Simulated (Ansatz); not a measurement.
# CH₅AlBF: basis-set convergence

The task here is to estimate one member of a computed series from the others.

Computed with Ansatz 0.2.0, Gaussian basis. Level: one geometry, several basis sets.

Levels to be run: PBE0-D4/def2-SVP; ωB97M-V/def2-SVP; PBE0-D4/def2-QZVPP; ωB97M-V/def2-QZVPP; the functionals' def2-TZVPP values are taken from earlier runs.

## The relaxed structure

The geometry comes from an earlier relaxation with PBE0-D4 in a triple-zeta def2 set; it is a stationary point, not always the lowest conformer.

SMILES `C[BH][AlH][F]`, 9 atoms, charge 0, spin multiplicity 1.

Atoms are counted from 1 here; the program's logs count them from 0.

Bond lengths: C1–B2 1.554 Å, C1–H5 1.107 Å, C1–H6 1.091 Å, C1–H7 1.093 Å, B2–Al3 2.132 Å, B2–H8 1.205 Å, Al3–F4 1.660 Å, Al3–H9 1.589 Å. Angles: B2–C1–H5 101.7°, B2–C1–H6 117.5°, B2–C1–H7 114.8°, H5–C1–H6 106.0°, H5–C1–H7 105.1°, H6–C1–H7 110.1°, C1–B2–Al3 125.9°, C1–B2–H8 116.0°, Al3–B2–H8 118.1°, B2–Al3–F4 117.7°, B2–Al3–H9 127.6°, F4–Al3–H9 114.7°.

Set-up of the first run:

Input file in.yaml:

```yaml
crystal:
  periodic: [false, false, false]
  atoms:
    - {symbol: C, position_ang: [-0.577871, 1.037856, 0.822116]}
    - {symbol: B, position_ang: [0.405862, 0.459964, -0.233486]}
    - {symbol: Al, position_ang: [0.617410, -1.597670, -0.750000]}
    - {symbol: F, position_ang: [-0.439361, -2.224453, -1.866562]}
    - {symbol: H, position_ang: [-1.446860, 1.310671, 0.193282]}
    - {symbol: H, position_ang: [-0.958802, 0.355755, 1.583369]}
    - {symbol: H, position_ang: [-0.255481, 1.974221, 1.284753]}
    - {symbol: H, position_ang: [1.051449, 1.268502, -0.851095]}
    - {symbol: H, position_ang: [1.692154, -2.631147, -0.199576]}
basis:
  gaussian: {orbitals: def2-SVP}
hamiltonian: {xc: pbe0, dispersion: d4}
output: {orbitals: {seedname: orbitals}}
```

On the command line:

```bash
> ansatz run in.yaml --threads 2 --pin off --events-out ev --progress --plain --max-ram 4352MiB
```

Steps of the session up to this table: PBE0-D4 in def2-SVP; ωB97M-V in def2-SVP; PBE0-D4 in def2-QZVPP; ωB97M-V in def2-QZVPP.

One of the session's tables, all rows but one given; the rest of the session is left out.

It belongs to the step «Functionals by basis». 

| functional | basis | HOMO (eV) | LUMO (eV) |
| --- | --- | --- | --- |
| PBE0-D4 | def2-SVP | -7.25 | -1.94 |
| PBE0-D4 | def2-TZVPP | -7.29 | -2.01 |
| PBE0-D4 | def2-QZVPP | -7.30 | -2.03 |
| ωB97M-V | def2-SVP | -9.34 | 0.10 |
| ωB97M-V | def2-TZVPP | ? | ? |
| ωB97M-V | def2-QZVPP | -9.43 | -0.15 |

Estimate the missing values for ωB97M-V, def2-TZVPP.

The run gave: HOMO (eV): -9.41; LUMO (eV): -0.08. In the column «HOMO (eV)» it lies between ωB97M-V, def2-QZVPP (-9.43) and ωB97M-V, def2-SVP (-9.34).
